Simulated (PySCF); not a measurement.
CSiF2ClH3, in a box:

```xyz
8
Lattice="13.0000 0.0000 0.0000 0.0000 13.0000 0.0000 0.0000 0.0000 13.0000" Properties=species:S:1:pos:R:3 pbc="T T T"
C     5.5604    5.8355    7.2366
Si    7.0595    6.2858    6.2852
F     8.3559    5.6621    6.9435
F     6.9851    5.7189    4.8102
Cl    7.3320    8.2929    6.1635
H     5.4518    4.7491    7.2742
H     5.6287    6.2148    8.2578
H     4.6701    6.2593    6.7685
```

Base run:

- Program: PySCF 2.14.0
- Functional: PBEsol0
- Potentials or basis: 6-31g* (all-electron)
- k mesh: 1 × 1 × 1
- Occupations: fixed
- Spin: no spin polarisation

Its results: gap between the frontier levels 10.98 eV.

Task: The run is repeated on the same cell with these changes: functional from PBEsol0 to X3LYP. What comes out?

Result: Gap between the frontier levels 10.50 eV.

Caveats: this is a molecule in a periodic box at the Γ point, so its band gap is the HOMO-LUMO gap; the basis of atomic orbitals isn't converged, which shifts pressures, moduli and gaps.

